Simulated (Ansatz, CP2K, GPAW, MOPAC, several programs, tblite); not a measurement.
# BiB: cheap methods against density-functional theory

Aim: run BiB through methods of unlike cost and see what each gets, and at what price.

Method: no spin polarisation, static lattice; gaps from single points on the cell relaxed beforehand with r²SCAN, in MOPAC, tblite, CP2K, GPAW, Ansatz (versions at each run).

**1. Starting point**

Symmetry: P6_3mc, No. 186, hexagonal system. Conventional cell: a = 3.866 Å, b = 3.866 Å, c = 6.375 Å, α = 90.00°, β = 90.00°, γ = 120.00°. B (site symmetry 3m) is surrounded by 4 Bi at 2.37 to 2.39 Å. Around Bi (site symmetry 3m) lie 4 B at 2.37 to 2.39 Å.

Structure file:

```
B Bi
1.0
     3.86558    0.00000    0.00000
    -1.93279    3.34769    0.00000
     0.00000    0.00000    6.37545
B Bi
2 2
Direct
  0.33333 0.66667 0.00024
  0.66667 0.33333 0.50024
  0.33333 0.66667 0.37476
  0.66667 0.33333 0.87476
```

The structure type (wurtzite) is imposed and need not be the compound's stable one.

**Question.** The methods are PM6, PM7, GFN1-xTB (tblite), GFN2-xTB (tblite), PBE/DZVP, PBE/single-zeta, PBE/SZV, coarse PBE, GLLB-SC, PBE, r2SCAN. What gap does r2SCAN give on this cell, and which other methods (full PBE left aside) come nearest to r2SCAN and farthest in gap, volume and bulk modulus?

| quantity | value |
| --- | --- |
| r2SCAN | gap 0.20 eV, 20.63 Å³/atom, B₀ 80 GPa |
| gap: nearest and farthest of the other methods | PBE/DZVP (+0.04 eV), GFN2-xTB (tblite) (+2.07 eV) |
| volume: nearest and farthest of the other methods | PBE/DZVP (+3.1 %), GFN1-xTB (tblite) (-4.9 %) |
| bulk modulus: nearest and farthest of the other methods | PBE/SZV (-6 %), GFN1-xTB (tblite) (+23 %) |

For the gap, of the 7 methods compared (full PBE left aside), PBE/DZVP comes nearest to r2SCAN and GFN2-xTB (tblite) is farthest. For the volume, of the 4 methods compared (full PBE left aside), PBE/DZVP comes nearest to r2SCAN and GFN1-xTB (tblite) is farthest. For the bulk modulus, of the 4 methods compared (full PBE left aside), PBE/SZV comes nearest to r2SCAN and GFN1-xTB (tblite) is farthest. A minimal basis or a coarse cutoff and mesh shifts results by its own error, so closeness to r2SCAN can be chance. Cluster runs see only the k-points that fold onto the zone centre, so their gaps can miss the band edges. GLLB-SC is compared with its derivative discontinuity added. PM7, PM6 ended in an unphysical state and are left out of the comparison. No volume is given for PBE/single-zeta, coarse PBE, which can hide a larger miss. CPU times run from 1.6 s (GFN1-xTB (tblite)) to 56 s (GLLB-SC). On this cell GLLB-SC cost more than r2SCAN itself (29 s), so it is no saving here. GFN1-xTB (tblite) disagrees with r2SCAN even on whether there is a gap. r2SCAN is a yardstick, not the truth: it usually gives gaps below the measured ones. Spin-orbit coupling is left out throughout, and with elements this heavy it can close so small a gap.
